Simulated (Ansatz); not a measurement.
Crystal: LiBe.

```xyz
2
Lattice="2.8112 0.0000 0.0000 0.0000 2.8112 0.0000 0.0000 0.0000 2.8112" Properties=species:S:1:pos:R:3 pbc="T T T"
Be    1.4056    1.4056    1.4056
Li    0.0000    0.0000    0.0000
```

The cell comes from a database or a generator and needn't be the stable form of this composition.

- Program: Ansatz 0.2.0
- Task: single point
- Functional: PBE
- Potentials or basis: Ansatz PAW
- Cutoff: 420 eV (not typed: the program's choice for these potentials)
- k mesh: 9 × 9 × 9
- Occupations: fermi-dirac, width 0.05 eV
- Spin: no spin polarisation

On this cell: pressure 0.4 GPa; largest force zero by symmetry; band gap on the k mesh none (metal or under the smearing width).

The same run follows on a disturbed copy (atoms moved at random, drawn with an rms of 0.05 Å):

```
Be Li
1.0
     2.81115    0.00000    0.00000
     0.00000    2.81115    0.00000
     0.00000    0.00000    2.81115
Be Li
1 1
Direct
  0.48367 0.50987 0.52702
  0.99911 0.00168 0.97500
```

Problem. What changes?

Solution. The energy (extrapolated to zero smearing) moves by +26.1 meV/atom; pressure 0.9 GPa; largest force 0.676 eV/Å; band gap on the k mesh none (metal or under the smearing width).

Forces on the atoms (eV/Å):
```
Be   0.198 -0.105 -0.638
Li  -0.198  0.105  0.638
```

Stress tensor (GPa, compression positive):
```
 1.26 -0.06 -0.35
-0.06  1.34  0.18
-0.35  0.18  0.15
```
